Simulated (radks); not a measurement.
# Excited configurations of Eu³⁺

An exercise on one series of results from a longer session: the logs are not shown, and one member is left open.

Method: scalar-relativistic Kohn-Sham, PBE, spin-polarised, spherical densities, point nucleus; open shells are filled with parallel spins first. Code: radks (a radial shooting solver on a logarithmic mesh, Libxc functionals) version 1.

## Starting point

* element: europium (Z = 63)
* charge: +3
* electrons: 60
* configuration: [Xe] 4f6

The outer shells:

Eu³⁺
```
[Xe] core
4f [↑ ][↑ ][↑ ][↑ ][↑ ][↑ ][  ]
```

Set-up of the first run:

Input:

```text
Z 63
configuration [Xe] 4f6
relativity scalar-relativistic
functional pbe,pbe
spin polarised
nucleus point
c 137.035999084
```

Among the steps run: Ground configuration: [Xe] 4f6.

One of the session's tables, all rows but one given; the rest of the session is left out.

It belongs to the step «Ground configuration: [Xe] 4f6». From the orbitals of this run (lengths in bohr):

```
  level     <r>  outermost maximum (interpolated)  90 % within  nodes
  4d up  0.6514                             0.573        0.978      1
4d down  0.6522                             0.572        0.980      1
  5s up   1.342                              1.22         1.92      4
5s down       ?                                 ?            ?      ?
  5p up   1.544                              1.37         2.24      3
5p down   1.574                              1.39         2.29      3
  4f up  0.8664                             0.585         1.47      0
4f down  0.9035                             0.587         1.56      0
```

**Question.** Estimate the row for 5s down.

The run gave: <r>: 1.362; outermost maximum (interpolated): 1.23; 90 % within: 1.96; nodes: 4. In the column «<r>» it lies between 5s up (1.342) and 5p up (1.544).

Limits of these values: Open shells are spherical and high-spin; term and fine-structure splittings are not resolved.
